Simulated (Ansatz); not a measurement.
This was printed by a script on the Python package of Ansatz (0.2.0), for a single point from a YAML input of LiInRh, space group P6_3/mmc. What did the script look like? Use: r2SCAN, PAW, cutoff 503 eV, 6×6×4 k-points, Gaussian smearing of 0.1 eV.

Input file `liinrh.yaml`:
```yaml
crystal:
  lattice:
    - [4.341714, 0.0, 0.0]
    - [-2.170857, 3.760034, 0.0]
    - [0.0, 0.0, 5.703251]
  atoms:
    - { symbol: Li, position: [0.333333, 0.666667, 0.75] }
    - { symbol: Li, position: [0.666667, 0.333333, 0.25] }
    - { symbol: In, position: [0.333333, 0.666667, 0.25] }
    - { symbol: In, position: [0.666667, 0.333333, 0.75] }
    - { symbol: Rh, position: [0.0, 0.0, 0.0] }
    - { symbol: Rh, position: [0.0, 0.0, 0.5] }
kpoints:
  mp_grid: { grid: [6, 6, 4] }
hamiltonian:
  xc: r2scan
scf:
  occupations: { method: gaussian, width: 0.1 }
basis:
  ecutwfc: "37 Ry"
  xc_grid: 3
output:
  forces: true
  stress: true
```

Output of `python liinrh.py`:
```text
converged          True
n_iterations       8
n_electrons        66.0
n_kpoints          21
n_pw               2379
n_symmetry_ops     24
free_energy_ev     -24466.865602079517
fermi_energy_ev    12.81903837413556
pressure -3.512 GPa
stress tensor, GPa, positive in compression
[[-3.743  0.     0.   ]
 [ 0.    -3.743  0.   ]
 [ 0.     0.    -3.051]]
forces (eV/A)
  Li    0.0000   -0.0000   -0.0000
  Li    0.0000    0.0000    0.0000
  In    0.0000   -0.0000   -0.0000
  In    0.0000    0.0000    0.0000
  Rh   -0.0000    0.0000   -0.0000
  Rh   -0.0000   -0.0000    0.0000
doubts on the final state: none
warnings: none
```

The script that was run (others could print the same):

Script `liinrh.py`:
```python
'''LiInRh from YAML text.'''

import json
import warnings

import ansatz as az
import numpy as np

warnings.simplefilter('ignore', az.DeckWarning)

result = az.Session.from_deck('liinrh.yaml').plan(threads=1).execute()
summary = result.report

for key in ('converged', 'n_iterations', 'n_electrons', 'n_kpoints', 'n_pw', 'n_symmetry_ops', 'free_energy_ev', 'fermi_energy_ev'):
    print(f'{key:18s} {summary[key]}')

# the stress is positive in compression
stress = np.array(summary['stress_gpa'])
print(f'pressure {np.trace(stress) / 3:.3f} GPa')
print('stress tensor, GPa, positive in compression')
print(np.round(stress, 3) + 0.0)

# forces in eV per angstrom
print('forces (eV/A)')
for site, force in zip(result.lattice.sites, summary['forces_ev_ang']):
    print(f'  {site.symbol:2s} {force[0]:9.4f} {force[1]:9.4f} {force[2]:9.4f}')

print('doubts on the final state:', summary['published_state_doubts'] or 'none')
print('warnings:', sorted({n['data']['kind'] for n in result.notices if n['data'].get('severity') in ('warning', 'doubt')}) or 'none')

keep = ['free_energy_ev', 'energy_sigma0_ev', 'fermi_energy_ev', 'n_iterations', 'converged', 'magnetization_mub', 'n_kpoints']
with open('liinrh.json', 'w') as handle:
    json.dump({key: summary[key] for key in keep}, handle, indent=1)
```

Caveats:
- These settings explore the input space; cutoff and mesh may be short of convergence.
- The mesh is modest for a metal, so energies can be off by several to tens of meV an atom and pressures by half a GPa or more; differences at equal mesh fare better.
- The zero of the levels is a convention of the potentials, so an absolute Fermi energy is no work function.
- This cell is a computed structure, which may not be the phase found in nature.
- Wall time of the script: 12 s on 1 thread of Arm Neoverse V1, with other jobs on the host, peak memory 0.54 GiB.

(Lines on the test bed's own set-up are left out of the output.)
